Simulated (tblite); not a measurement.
# C3H9F2NSi2: the cost of one run

The runs use tblite 0.8.0 and PySCF 2.14.0, with density-fitted response routines of our own; the level of theory stands in each step. All values are computed, except where a source is named. Atoms count from 0, in the outputs and in this text.

## Step 1: Starting geometry

17 atoms, charge 0, multiplicity 1; geometry from: force field or distance geometry start.

Bonds of the start (Å): C0–C1 1.52, C1–N2 1.42, N2–Si3 1.80, Si3–Si4 2.26, Si4–C5 1.89, C5–F6 1.37, C5–F7 1.37, C5–C1 1.50, C0–H8 1.10, C0–H9 1.11, C0–H10 1.12, C1–H11 1.10, N2–H12 1.03, Si3–H13 1.44, Si3–H14 1.47, Si4–H15 1.45, Si4–H16 1.44.

## Step 2: Relaxing the molecule with GFN2-xTB

Job settings and geometry (Å):

```
{"job": {"kind": "relax", "xc": "GFN2-xTB", "basis": "xTB"}, "charge": 0, "multiplicity": 1}
C     -0.818500    -1.351600     0.580300
C     -0.314200    -0.775600    -0.736900
N     -1.071800     0.390700    -1.003400
Si    -0.829300     1.547400     0.357500
Si     1.322700     0.908700     0.635200
C      1.144100    -0.448800    -0.669400
F      1.858400    -1.523800    -0.198100
F      1.689300    -0.014600    -1.846400
H     -0.152800    -1.089800     1.414900
H     -0.947600    -2.454100     0.487200
H     -1.829700    -0.903000     0.755300
H     -0.460200    -1.549100    -1.502700
H     -0.893000     0.837000    -1.914500
H     -0.940700     2.929300    -0.041400
H     -1.608900     1.187900     1.546100
H      2.250100     1.926000     0.168400
H      1.595100     0.395500     1.957900
```

Launch:

```bash
OMP_NUM_THREADS=1 python probes_run.py task.json out
```

One launch serves the whole session: the jobs run in the order shown.

**Question.** How long does this first job take on 1 thread of Arm Neoverse N1, shared host?

About 1.4 s.
